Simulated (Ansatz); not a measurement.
**C₃H₆ClFSi: a ladder of functionals and wavefunction methods**

One table from this session's results is given with a row withheld; the runs are named, their logs left out.

Program: Ansatz 0.2.0, Gaussian basis. Level of theory: functionals in def2-TZVPP, the program's frozen cores in correlated methods. These are calculated values, not measurements.

Levels to be run: PBE-D4, r2SCAN-D4, PBE0-D4, B3LYP-D4, ωB97X-V, ωB97M-V, B2PLYP; CCSD(T)/def2-TZVPP; MP2/def2-QZVPP; extrapolation to the limit.

**The geometry**

The geometry comes from an earlier relaxation with PBE0-D4 in a triple-zeta def2 set; it is a stationary point, not always the lowest conformer.

12 atoms, charge 0, spin multiplicity 1.

Atoms are counted from 1 here; the program's logs count them from 0.

Bond lengths: C1–C2 1.327 Å, C1–H7 1.083 Å, C1–H8 1.086 Å, C2–C3 1.492 Å, C2–H9 1.087 Å, C3–Si4 1.860 Å, C3–H10 1.095 Å, C3–H11 1.095 Å, Si4–F5 1.594 Å, Si4–Cl6 2.045 Å, Si4–H12 1.476 Å. Angles: C2–C1–H7 121.3°, C2–C1–H8 121.7°, H7–C1–H8 117.0°, C1–C2–C3 125.0°, C1–C2–H9 119.0°, C3–C2–H9 115.9°, C2–C3–Si4 111.1°, C2–C3–H10 111.6°, C2–C3–H11 111.2°, Si4–C3–H10 108.0°, Si4–C3–H11 107.2°, H10–C3–H11 107.7°, C3–Si4–F5 109.4°, C3–Si4–Cl6 110.2°, C3–Si4–H12 113.2°, F5–Si4–Cl6 107.6°, F5–Si4–H12 108.0°, Cl6–Si4–H12 108.2°.

The first run:

The input, in.yaml:

```yaml
crystal:
  periodic: [false, false, false]
  atoms:
    - {symbol: C, position_ang: [-1.266535, -1.517356, 0.555336]}
    - {symbol: C, position_ang: [-0.471844, -0.947294, -0.341050]}
    - {symbol: C, position_ang: [0.811866, -0.253770, -0.028810]}
    - {symbol: Si, position_ang: [0.601747, 1.593322, -0.073898]}
    - {symbol: F, position_ang: [2.002747, 2.293811, 0.220465]}
    - {symbol: Cl, position_ang: [-0.009886, 2.187640, -1.932195]}
    - {symbol: H, position_ang: [-2.201160, -1.980825, 0.263881]}
    - {symbol: H, position_ang: [-1.008159, -1.547442, 1.609358]}
    - {symbol: H, position_ang: [-0.774425, -0.939267, -1.385358]}
    - {symbol: H, position_ang: [1.598315, -0.521557, -0.742488]}
    - {symbol: H, position_ang: [1.168666, -0.514127, 0.973616]}
    - {symbol: H, position_ang: [-0.374334, 2.091665, 0.915042]}
basis:
  gaussian: {orbitals: def2-TZVPP}
hamiltonian: {xc: pbe, dispersion: d4}
output: {forces: true, orbitals: {seedname: orbitals}}
```

Started as:

```bash
> ansatz run in.yaml --threads 2 --pin off --events-out ev --progress --plain --max-ram 22528MiB --backend cuda --devices 0, --max-vram 18GiB
```

Steps of the session up to this table: PBE-D4 (GGA); r2SCAN-D4 (meta-GGA); PBE0-D4 (hybrid); B3LYP-D4 (hybrid); ωB97X-V (range-separated); ωB97M-V (range-separated); B2PLYP (double hybrid); CCSD(T) in def2-TZVPP; MP2 in def2-QZVPP.

One of the session's tables, all rows but one given; the rest of the session is left out.

```
            method  atomisation energy (eV)
            PBE-D4                   50.639
         r2SCAN-D4                        ?
           PBE0-D4                   49.924
          B3LYP-D4                   49.639
           ωB97X-V                   49.856
           ωB97M-V                   49.937
            B2PLYP                   49.235
     HF/def2-TZVPP                   37.593
    MP2/def2-TZVPP                   49.573
   CCSD/def2-TZVPP                   47.854
CCSD(T)/def2-TZVPP                   48.566
           MP2/CBS                   50.832
       CCSD(T)/CBS                   49.825
```

Q: Estimate the row for r2SCAN-D4 from the others.

As computed: atomisation energy (eV): 49.957. In the column «atomisation energy (eV)» it lies between ωB97M-V (49.937) and PBE-D4 (50.639).

Caveats from the session: Free atoms (3 C, 1 Si, 1 F, 1 Cl, 6 H) were run apart at each level; the atomisation energy is their sum less the molecule, without zero-point or spin-orbit terms.
